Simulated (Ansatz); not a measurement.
**Ru on graphene monolayer: hop by a lattice vector of the surface**

Aim: the minimum-energy path and barrier of the hop by a lattice vector of the surface. The ends are relaxed first, then joined by a nudged elastic band. The slab cell is 3×3, 1 layer thick, and the adsorbate is set down on it by hand.

All numbers below are computed with Ansatz 0.2.0 (DFT PBE+D3(BJ), plane waves, PAW, scalar-relativistic, no spin polarisation).

## 1. The structure to begin with

The cell holds 19 atoms (C18Ru): a = 7.398 Å, b = 7.398 Å, c = 11.000 Å, α = 90.00°, β = 90.00°, γ = 120.00°.

The coordinates stand in the first input below.

## 2. End point A

input.yaml

```yaml
crystal:
  lattice:
    - [7.398, 0.0, 0.0]
    - [-3.699, 6.406856, 0.0]
    - [0.0, 0.0, 11.0]
  atoms:
    - { symbol: C, position: [0.0, 0.0, 0.0909091] }
    - { symbol: C, position: [0.2222222, 0.1111111, 0.0909091] }
    - { symbol: C, position: [0.0, 0.3333333, 0.0909091] }
    - { symbol: C, position: [0.2222222, 0.4444444, 0.0909091] }
    - { symbol: C, position: [0.0, 0.6666667, 0.0909091] }
    - { symbol: C, position: [0.2222222, 0.7777778, 0.0909091] }
    - { symbol: C, position: [0.3333333, 0.0, 0.0909091] }
    - { symbol: C, position: [0.5555556, 0.1111111, 0.0909091] }
    - { symbol: C, position: [0.3333333, 0.3333333, 0.0909091] }
    - { symbol: C, position: [0.5555556, 0.4444444, 0.0909091] }
    - { symbol: C, position: [0.3333333, 0.6666667, 0.0909091] }
    - { symbol: C, position: [0.5555556, 0.7777778, 0.0909091] }
    - { symbol: C, position: [0.6666667, 0.0, 0.0909091] }
    - { symbol: C, position: [0.8888889, 0.1111111, 0.0909091] }
    - { symbol: C, position: [0.6666667, 0.3333333, 0.0909091] }
    - { symbol: C, position: [0.8888889, 0.4444444, 0.0909091] }
    - { symbol: C, position: [0.6666667, 0.6666667, 0.0909091] }
    - { symbol: C, position: [0.8888889, 0.7777778, 0.0909091] }
    - { symbol: Ru, position: [0.3454396, 0.6828197, 0.2972727] }
basis:
  ecutwfc: 420.0
kpoints:
  mp_grid: { grid: [2, 2, 1] }
hamiltonian:
  xc: pbe
  dispersion: d3bj
  pseudopotentials: { kind: paw, azcp: { folder: soft_1 } }
scf:
  occupations: { method: fermi_dirac, width: 0.05 }
  lower_state_search: "off"
relax:
  f_tol: 0.03
  max_steps: 60
  adjacent_minimum: "off"
```

Started as:

```console
ansatz run input.yaml --threads 1 --pin off --max-ram 3072MiB --backend cpu --events-out ev --progress --plain --runs-dir out
```

Output, cut to the lines that bear on the results:

```text
Warning: RAYON_NUM_THREADS=1 ignored (pool sized by the plan → 1); use --threads N
[...]
Pseudopotentials: kind: paw
Pseudopotential: C, paw, valence charge 4, recommended cutoff 420 eV (normal), <dir>
Pseudopotential: Ru, paw, valence charge 16, recommended cutoff 420 eV (normal), <dir>
Functional definition: PBE
[...]
Crystal: 19 atoms, lattice volume = 521.377 Å³
Basis set: ecut = 420 eV, 10225 PW (Γ), exchange–correlation on 100×100×150 points (8 copies of the dense FFT grid, shifted against one another)
Bands: 63, of which v1, the nominal top of the filled ones, is band 44 counted from 1 (43 counted from 0)
Symmetry: 1 space group operations
Space group: P1 (ITA 1), of the structure as read, at distance tolerance 8.0e-5 Å
k-points: 4
[...]
SCF iter   1: F=—  HF=-10407.944144 eV  |F-HF|=—  |Δ(HF+E_count)|=         —  Δρ=1.25e-1  dr2=2.53e2  ethr=3.10e-3  ⟨swp⟩=11.5  Hψ=1558  notcnv=0  defer=22
[...]
relax step   1: F+E_penalty+E_count = -10390.68851807 eV  Δ(F+E_penalty+E_count) = +0.000e0 eV  max|allowed force component| = 2.545e0 eV/Å  Δτ_max = 0.0000 Å  (14 SCF iters, dr2 threshold 2.25e-5 eV, accepted)
[...]
relax step   6: F+E_penalty+E_count = -10391.78625280 eV  Δ(F+E_penalty+E_count) = -1.495e-1 eV  max|allowed force component| = 1.044e0 eV/Å  Δτ_max = 0.1974 Å  (6 SCF iters, dr2 threshold 3.96e-5 eV, accepted)
[...]
relax step   7: F+E_penalty+E_count = -10391.96698604 eV  Δ(F+E_penalty+E_count) = -1.807e-1 eV  max|allowed force component| = 1.089e0 eV/Å  Δτ_max = 0.1966 Å  (6 SCF iters, dr2 threshold 1.00e-4 eV, accepted)
[...]
```

## 3. The output, continued: end point A relaxed

The log, continued, cut to the lines that bear on the results:

```text
WARN: dispersion: an atom stands within reach of a switch of its C6 between two reference coordination numbers of its element: through that C6 alone, e_disp changes by 0.025 eV or more while the distances to its neighbours run over a stretch of 0.05 Å that contains this geometry (sites [...]
relax step   8: F+E_penalty+E_count = -10392.14962429 eV  Δ(F+E_penalty+E_count) = -1.826e-1 eV  max|allowed force component| = 9.011e-1 eV/Å  Δτ_max = 0.1954 Å  (6 SCF iters, dr2 threshold 1.00e-4 eV, accepted)
[...]
relax step  10: F+E_penalty+E_count = -10392.22229043 eV  Δ(F+E_penalty+E_count) = -2.261e-2 eV  max|allowed force component| = 4.881e-2 eV/Å  Δτ_max = 0.0523 Å  (6 SCF iters, dr2 threshold 1.06e-5 eV, accepted)
[...]
relax step  11: F+E_penalty+E_count = -10392.22255688 eV  Δ(F+E_penalty+E_count) = -2.664e-4 eV  max|allowed force component| = 4.795e-3 eV/Å  Δτ_max = 0.0047 Å  (7 SCF iters, accepted)
Free energy (F): -10392.222557 eV
[...]
E sigma→0 (E₀):  -10392.197593 eV
[...]
    - { symbol: C, position: [0.3274160462036941, -0.01013858255103696, 0.09125742978027858] }
    - { symbol: C, position: [0.5510415845747401, 0.1016571464083666, 0.09122103146440344] }
    - { symbol: C, position: [0.32765838643356604, 0.32226218192039024, 0.09523322457794949] }
    - { symbol: C, position: [0.5508079610342423, 0.4338307159063199, 0.09521526562473384] }
    - { symbol: C, position: [0.32741961859504815, 0.654416052753384, 0.09122881727043086] }
    - { symbol: C, position: [0.5510494580883976, 0.7662306632110548, 0.09124274460942283] }
    - { symbol: C, position: [0.6628715216564232, -0.010136794312458664, 0.09125555552129258] }
    - { symbol: C, position: [0.8858160439494317, 0.10133515567941637, 0.09519794523398424] }
    - { symbol: C, position: [0.6625131005192548, 0.32460193704066836, 0.09514988670150695] }
    - { symbol: C, position: [0.8834460745302378, 0.43383058810614566, 0.0952143408142421] }
    - { symbol: C, position: [0.6625243439628049, 0.6547562963052048, 0.09517294333062185] }
    - { symbol: C, position: [0.8834495524114088, 0.7664746111790074, 0.09523000293452198] }
    - { symbol: Ru, position: [0.439219598046753, 0.8780097169813632, 0.24376158985392793] }
```

Wall time 84 s (1 thread of Arm Neoverse V1, shared host); peak memory 0.63 GiB.

The steps of the relaxation:

| step | energy from step 1 (eV/cell) | largest force component (eV/Å) |
| --- | --- | --- |
| 1 | 0.0000 | 2.5451 |
| 2 | -0.5403 | 1.5985 |
| 3 | -0.6872 | 1.6826 |
| 4 | -0.8220 | 0.5052 |
| 5 | -0.9483 | 0.6626 |
| 6 | -1.0977 | 1.0436 |
| 7 | -1.2785 | 1.0890 |
| 8 | -1.4611 | 0.9011 |
| 9 | -1.5112 | 0.3043 |
| 10 | -1.5338 | 0.0488 |
| 11 | -1.5340 | 0.0048 |

Step 1 is the start.

Largest move: Ru19, 1.38 Å.

## 4. The band

crystal.atoms is end A as relaxed above, and neb.final_atoms is the same geometry shifted by the lattice vector, with the slab's atoms relabelled. With 5 inner images the band has 7 in all.

input.yaml

```yaml
crystal:
  lattice:
    - [7.398, 0.0, 0.0]
    - [-3.699, 6.406856, 0.0]
    - [0.0, 0.0, 11.0]
  atoms:
    - { symbol: C, position: [-0.00497473, -0.01037472, 0.09524397] }
    - { symbol: C, position: [0.21594235, 0.10133402, 0.09520038] }
    - { symbol: C, position: [-0.00497313, 0.32226256, 0.09522924] }
    - { symbol: C, position: [0.21595215, 0.43148067, 0.09517324] }
    - { symbol: C, position: [-0.00734427, 0.65475705, 0.09516998] }
    - { symbol: C, position: [0.21560405, 0.76623033, 0.09123891] }
    - { symbol: C, position: [0.32741605, -0.01013858, 0.09125743] }
    - { symbol: C, position: [0.55104158, 0.10165715, 0.09122103] }
    - { symbol: C, position: [0.32765839, 0.32226218, 0.09523322] }
    - { symbol: C, position: [0.55080796, 0.43383072, 0.09521527] }
    - { symbol: C, position: [0.32741962, 0.65441605, 0.09122882] }
    - { symbol: C, position: [0.55104946, 0.76623066, 0.09124274] }
    - { symbol: C, position: [0.66287152, -0.01013679, 0.09125556] }
    - { symbol: C, position: [0.88581604, 0.10133516, 0.09519795] }
    - { symbol: C, position: [0.6625131, 0.32460194, 0.09514989] }
    - { symbol: C, position: [0.88344607, 0.43383059, 0.09521434] }
    - { symbol: C, position: [0.66252434, 0.6547563, 0.09517294] }
    - { symbol: C, position: [0.88344955, 0.76647461, 0.09523] }
    - { symbol: Ru, position: [0.4392196, 0.87800972, 0.24376159] }
basis:
  ecutwfc: 420.0
kpoints:
  mp_grid: { grid: [2, 2, 1] }
hamiltonian:
  xc: pbe
  dispersion: d3bj
  pseudopotentials: { kind: paw, azcp: { folder: soft_1 } }
scf:
  occupations: { method: fermi_dirac, width: 0.05 }
  lower_state_search: "off"
neb:
  images: 5
  f_tol: 0.03
  initial_path: linear
  max_iterations: 53
  final_atoms:
    - { symbol: C, position: [-0.00414233, -0.01191037, 0.09517294] }
    - { symbol: C, position: [0.21678288, 0.09980794, 0.09523] }
    - { symbol: C, position: [-0.00379515, 0.32319654, 0.09125556] }
    - { symbol: C, position: [0.21914937, 0.43466849, 0.09519795] }
    - { symbol: C, position: [-0.00415357, 0.65793527, 0.09514989] }
    - { symbol: C, position: [0.2167794, 0.76716392, 0.09521434] }
    - { symbol: C, position: [0.32598906, -0.01190962, 0.09516998] }
    - { symbol: C, position: [0.54893738, 0.09956366, 0.09123891] }
    - { symbol: C, position: [0.3283586, 0.32295861, 0.09524397] }
    - { symbol: C, position: [0.54927568, 0.43466735, 0.09520038] }
    - { symbol: C, position: [0.3283602, 0.65559589, 0.09522924] }
    - { symbol: C, position: [0.54928548, 0.764814, 0.09517324] }
    - { symbol: C, position: [0.66075295, -0.01225062, 0.09122882] }
    - { symbol: C, position: [0.88438279, 0.09956399, 0.09124274] }
    - { symbol: C, position: [0.66074938, 0.32319475, 0.09125743] }
    - { symbol: C, position: [0.88437491, 0.43499048, 0.09122103] }
    - { symbol: C, position: [0.66099172, 0.65559551, 0.09523322] }
    - { symbol: C, position: [0.88414129, 0.76716405, 0.09521527] }
    - { symbol: Ru, position: [0.77255293, 1.21134305, 0.24376159] }
  order_check: true
```

Started as:

```console
ansatz run input.yaml --threads 1 --pin off --max-ram 3072MiB --backend cpu --events-out ev --progress --plain --runs-dir out
```

Output, cut to the lines that bear on the results:

```text
Warning: neb: disabling space-group detection — the band's intermediate images generally break the endpoint symmetry, so no spatial operation reduces the k-mesh or symmetrises the density, except that a semilocal band can use its path's symmetry ahead of convergence; time reversal is [...]
Warning: RAYON_NUM_THREADS=1 ignored (pool sized by the plan → 1); use --threads N
[...]
[... 4 set-up lines as earlier in the session ...]
[...]
NEB image 0
Crystal: 19 atoms, lattice volume = 521.377 Å³
Basis set: ecut = 420 eV, 10225 PW (Γ), exchange–correlation on 100×100×150 points (8 copies of the dense FFT grid, shifted against one another)
Bands: 63, of which v1, the nominal top of the filled ones, is band 44 counted from 1 (43 counted from 0)
[... 1 set-up line as earlier in the session ...]
k-points: 4
[...]
SCF iter   1: F=—  HF=-10408.048892 eV  |F-HF|=—  |Δ(HF+E_count)|=         —  Δρ=9.57e-2  dr2=1.01e2  ethr=3.10e-3  ⟨swp⟩=8.0  Hψ=1359  notcnv=0  defer=14
[...]
WARN: dispersion: an atom stands within reach of a switch of its C6 between two reference coordination numbers of its element: through that C6 alone, e_disp changes by 0.025 eV or more while the distances to its neighbours run over a stretch of 0.05 Å that contains this geometry (sites [...]
NSCF: frozen V_eff on 4 k-points
NEB image 6
[...]
SCF iter  12: F=-10392.222557 eV  HF=-10392.222557 eV  |F-HF|=1.34e-8  |Δ(HF+E_count)|=   4.32e-9  Δρ=2.40e-6  dr2=3.00e-8  ethr=1.14e-10  ⟨swp⟩=5.0  Hψ=816  notcnv=0
[...]
NSCF: frozen V_eff on 4 k-points
NEB end point (image 0): max|allowed force component| = 4.798e-3 eV/Å (the criterion of neb.relax_end_points is 1.000e-2)
[...]
NEB end point (image 6): max|allowed force component| = 4.770e-3 eV/Å (the criterion of neb.relax_end_points is 1.000e-2)
NEB image 1
[...]
NEB image 2
[...]
NEB image 3
[...]
NEB image 4
[...]
NEB image 5
[...]
NEB iter   1: max|band force component| = 8.532e0 eV/Å  barrier→ = 1.7040 eV  barrier← = 1.7040 eV  Δτ_max = 0.1048 Å  (84 SCF iters)
[...]
NEB iter   2: max|band force component| = 3.370e0 eV/Å  barrier→ = 1.0139 eV  barrier← = 1.0139 eV  Δτ_max = 0.0665 Å  (45 SCF iters)
NEB image 1
```

## 5. The output, continued: band between the two ends

The log, continued, cut to the lines that bear on the results:

```text
[...]
NEB image 2
[...]
NEB image 3
[...]
NEB image 4
[...]
NEB image 5
NEB iter   3: max|band force component| = 1.171e0 eV/Å  barrier→ = 0.8441 eV  barrier← = 0.8441 eV  Δτ_max = 0.0323 Å  (43 SCF iters)
[...]
NEB iter   6: max|band force component| = 1.543e-1 eV/Å  barrier→ = 0.8093 eV  barrier← = 0.8093 eV  CI = image 3  Δτ_max = 0.0098 Å  (47 SCF iters)
[...]
NEB iter   9: max|band force component| = 1.278e-1 eV/Å  barrier→ = 0.7963 eV  barrier← = 0.7963 eV  CI = image 3  Δτ_max = 0.0494 Å  (41 SCF iters)
[...]
NEB iter  12: max|band force component| = 9.456e-2 eV/Å  barrier→ = 0.7853 eV  barrier← = 0.7853 eV  CI = image 3  Δτ_max = 0.0494 Å  (38 SCF iters)
[...]
NEB iter  15: max|band force component| = 3.466e-2 eV/Å  barrier→ = 0.7743 eV  barrier← = 0.7743 eV  CI = image 3  Δτ_max = 0.0174 Å  (35 SCF iters)
[...]
    - { symbol: C, position: [0.33050431246759016, 0.32010748907514, 0.09064330082621673] }
    - { symbol: C, position: [0.5521288627736848, 0.43157226638879803, 0.09442768205649947] }
    - { symbol: C, position: [0.33046553707201093, 0.6521186596183575, 0.09066364125328148] }
    - { symbol: C, position: [0.55209306339741, 0.7622696602006875, 0.09440595806567542] }
    - { symbol: C, position: [0.6642590394285948, -0.01364495509068681, 0.09536460844491705] }
    - { symbol: C, position: [0.888342188117874, 0.09852047347054155, 0.0944120774721127] }
    - { symbol: C, position: [0.6642610394151183, 0.319755771737029, 0.09542041652482776] }
    - { symbol: C, position: [0.8882374626271163, 0.43159990613897165, 0.09452039469287539] }
    - { symbol: C, position: [0.6638800004028178, 0.6528141542241321, 0.09622222631728629] }
    - { symbol: C, position: [0.8864517230510484, 0.7641576885942349, 0.09662690946978778] }
    - { symbol: Ru, position: [0.5556364816878588, 1.0949470825142302, 0.2573325578814867] }
```

It took 27 min on 1 thread of Arm Neoverse V1, shared host; peak memory 1 GiB.

## 6. What the band shows

The 5 inner images lie between the fixed ends 0 and 6. Energy is taken from image 0, and the path length is the program's own coordinate along the band.

| image | path (Å) | energy (eV) | Ru19 x y z (Å) | band force (eV/Å) |
| --- | --- | --- | --- | --- |
| 0 | 0.000 | 0.0000 | 0.00 5.63 2.68 | - |
| 1 | 0.474 | 0.1842 | 0.02 6.07 2.75 | 0.003 |
| 2 | 0.949 | 0.5982 | 0.04 6.54 2.83 | 0.011 |
| 3* | 1.426 | 0.7740 | 0.06 7.02 2.83 | 0.016 |
| 4 | 1.902 | 0.5983 | 0.46 7.27 2.83 | 0.015 |
| 5 | 2.377 | 0.1844 | 0.86 7.52 2.75 | 0.003 |
| 6 | 2.851 | 0.0000 | 1.23 7.76 2.68 | - |

The star marks the climbing image.

image, energy (eV) and a bar:
```
        0      0.000 
        1      0.184 #######
        2      0.598 #######################
        3      0.774 ##############################
        4      0.598 #######################
        5      0.184 #######
        6      0.000
```

How the highest energy settled:

```
iteration  highest image above image 0 (eV)  largest band force (eV/Å)
        1                            1.7040                      8.532
        3                            0.8441                      1.171
        5                            0.8138                      0.029
        7                            0.8071                      0.071
        9                            0.7963                      0.128
       11                            0.7880                      0.261
       13                            0.7805                      0.087
       15                            0.7743                      0.035
       17                            0.7742                      0.083
       18                            0.7740                      0.016
```

The band as a trajectory file:

```xyz
19
Lattice="7.398 0.000 0.000 -3.699 6.407 0.000 0.000 0.000 11.000" Properties=species:S:1:pos:R:3 pbc="T T T" image=0 dE=0.0000
C     0.002   -0.066    1.048
C     1.223    0.649    1.047
C    -1.229    2.065    1.048
C     0.002    2.764    1.047
C    -2.476    4.195    1.047
C    -1.239    4.909    1.004
C     2.460   -0.065    1.004
C     3.701    0.651    1.003
C     1.232    2.065    1.048
C     2.470    2.779    1.047
C     0.002    4.193    1.004
C     1.242    4.909    1.004
C     4.941   -0.065    1.004
C     6.178    0.649    1.047
C     3.701    2.080    1.047
C     4.931    2.779    1.047
C     2.479    4.195    1.047
C     3.701    4.911    1.048
Ru    0.002    5.625    2.681
19
Lattice="7.398 0.000 0.000 -3.699 6.407 0.000 0.000 0.000 11.000" Properties=species:S:1:pos:R:3 pbc="T T T" image=1 dE=0.1842
C     0.012   -0.074    1.061
C     1.232    0.643    1.041
C    -1.218    2.058    1.011
C     0.012    2.763    1.017
C    -2.460    4.191    1.062
C    -1.221    4.902    1.065
C     2.474   -0.071    1.022
C     3.711    0.653    0.923
C     1.242    2.058    1.013
C     2.477    2.776    1.019
C     0.012    4.184    1.035
C     1.245    4.902    1.065
C     4.948   -0.071    1.017
C     6.190    0.643    1.038
C     3.711    2.081    0.986
C     4.945    2.775    1.017
C     2.484    4.191    1.063
C     3.711    4.903    1.063
Ru    0.020    6.073    2.751
19
Lattice="7.398 0.000 0.000 -3.699 6.407 0.000 0.000 0.000 11.000" Properties=species:S:1:pos:R:3 pbc="T T T" image=2 dE=0.5982
C     0.022   -0.079    1.060
C     1.244    0.638    1.042
C    -1.207    2.052    0.996
C     0.022    2.761    0.989
C    -2.446    4.187    1.057
C    -1.211    4.890    1.057
C     2.489   -0.079    1.055
C     3.721    0.644    0.884
C     1.252    2.052    0.998
C     2.484    2.771    1.016
C     0.022    4.177    1.016
C     1.255    4.890    1.057
C     4.955   -0.079    1.050
C     6.199    0.638    1.038
C     3.721    2.072    0.991
C     4.958    2.770    1.015
C     2.490    4.187    1.058
C     3.721    4.900    1.061
Ru    0.038    6.541    2.832
19
Lattice="7.398 0.000 0.000 -3.699 6.407 0.000 0.000 0.000 11.000" Properties=species:S:1:pos:R:3 pbc="T T T" image=3 dE=0.7740
C     0.033   -0.085    1.058
C     1.256    0.631    1.039
C    -1.195    2.051    0.997
C     0.033    2.760    0.979
C    -2.432    4.183    1.060
C    -1.200    4.884    1.040
C     2.498   -0.087    1.050
C     3.731    0.625    0.847
C     1.261    2.051    0.997
C     2.488    2.765    1.039
C     0.033    4.178    0.997
C     1.265    4.884    1.038
C     4.965   -0.087    1.049
C     6.208    0.631    1.039
C     3.731    2.049    1.050
C     4.975    2.765    1.040
C     2.497    4.182    1.058
C     3.731    4.896    1.063
Ru    0.060    7.015    2.831
19
Lattice="7.398 0.000 0.000 -3.699 6.407 0.000 0.000 0.000 11.000" Properties=species:S:1:pos:R:3 pbc="T T T" image=4 dE=0.5983
C     0.026   -0.082    1.058
C     1.250    0.632    1.016
C    -1.200    2.061    1.016
C     0.027    2.769    0.989
C    -2.442    4.193    1.057
C    -1.213    4.896    1.015
C     2.473   -0.090    0.991
C     3.710    0.624    0.884
C     1.255    2.058    0.998
C     2.476    2.772    1.042
C     0.025    4.188    0.996
C     1.255    4.888    1.038
C     4.952   -0.083    1.050
C     6.197    0.636    1.057
C     3.719    2.053    1.055
C     4.964    2.772    1.057
C     2.486    4.188    1.060
C     3.722    4.902    1.061
Ru    0.460    7.272    2.832
19
Lattice="7.398 0.000 0.000 -3.699 6.407 0.000 0.000 0.000 11.000" Properties=species:S:1:pos:R:3 pbc="T T T" image=5 dE=0.1844
C     0.019   -0.078    1.063
C     1.242    0.635    1.019
C    -1.211    2.066    1.035
C     0.019    2.776    1.017
C    -2.453    4.203    1.062
C    -1.224    4.905    1.017
C     2.460   -0.086    0.986
C     3.697    0.628    0.923
C     1.246    2.064    1.013
C     2.466    2.780    1.041
C     0.016    4.195    1.011
C     1.246    4.893    1.038
C     4.942   -0.082    1.017
C     6.182    0.639    1.065
C     3.705    2.061    1.022
C     4.949    2.775    1.065
C     2.477    4.195    1.061
C     3.715    4.910    1.063
Ru    0.856    7.521    2.751
19
Lattice="7.398 0.000 0.000 -3.699 6.407 0.000 0.000 0.000 11.000" Properties=species:S:1:pos:R:3 pbc="T T T" image=6 dE=0.0000
C     0.013   -0.076    1.047
C     1.235    0.639    1.048
C    -1.224    2.071    1.004
C     0.013    2.785    1.047
C    -2.464    4.215    1.047
C    -1.234    4.915    1.047
C     2.456   -0.076    1.047
C     3.693    0.638    1.004
C     1.235    2.069    1.048
C     2.456    2.785    1.047
C     0.004    4.200    1.048
C     1.235    4.900    1.047
C     4.934   -0.078    1.004
C     6.174    0.638    1.004
C     3.693    2.071    1.004
C     4.934    2.787    1.003
C     2.465    4.200    1.048
C     3.703    4.915    1.047
Ru    1.235    7.761    2.681
```

## 7. Outcome

| quantity | value |
| --- | --- |
| end A | 10 moves, 1.534 eV lower |
| barrier forwards | 0.774 eV |
| barrier backwards | 0.774 eV |
| second end relative to first | 0.000 eV |
| highest image | 3 of 0 to 6, climbing |
| band iterations | 18 |
| lowest curvatures at the top | -0.43 and 0.14 eV/Å² |

What this shows: The barrier from the first end is 0.77 eV, 30 times kT at 300 K, which at an assumed attempt frequency of 10^13 s⁻¹ means a rate near 10^0 s⁻¹. Both ends agree in energy to 1 meV. The test of curvatures at the top gave "unresolved", so the point may be no simple saddle. The value is not shown to be converged in cell size (19 atoms) or k-mesh.
